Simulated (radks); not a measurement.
# Si⁴⁺ in [He] 2s1.75 2p6 3s0.25: an all-electron calculation

An exercise on one series of results from a longer session: the logs are not shown, and one member is left open.

Program: radks (a radial shooting solver on a logarithmic mesh, Libxc functionals) version 1. Level of theory: scalar-relativistic Kohn-Sham, AM05, spin-polarised, spherical densities, finite nucleus; open shells are filled with parallel spins first. These are calculated values, not measurements, unless marked.

## What is computed

| Item | Value |
| --- | --- |
| element | silicon (Z = 14) |
| charge | +4 |
| electrons | 10 |
| configuration | [He] 2s1.75 2p6 3s0.25 |
| nuclear rms radius | 3.1224 fm |

Set-up of the first run:

Settings of this run:

```text
Z 14
configuration [He] 2s1.75 2p6 3s0.25 3p0 4s0 3d0 4f0
relativity scalar-relativistic
functional am05,am05
spin polarised
nucleus finite rms 3.1224 fm
c 137.035999084
```

One table of the session follows, with a row left open; its other results are not shown here.

It belongs to the step «Radial structure». From the orbitals of this run (lengths in bohr):

```
  level     <r>  outermost maximum (interpolated)  90 % within  nodes
  1s up  0.1115                            0.0728        0.199      0
1s down  0.1115                            0.0728        0.199      0
  2s up  0.5621                             0.453        0.883      1
2s down  0.5624                             0.453        0.883      1
  2p up  0.5265                             0.385        0.880      0
2p down       ?                                 ?            ?      ?
  3s up   1.729                              1.55         2.54      2
  3p up   1.872                              1.66         2.80      1
  3d up   2.089                              1.77         3.21      0
```

Estimate the missing values for 2p down.

**Answer.** <r>: 0.5266; outermost maximum (interpolated): 0.384; 90 % within: 0.881; nodes: 0. In the column «<r>» it lies between 2p up (0.5265) and 2s up (0.5621).
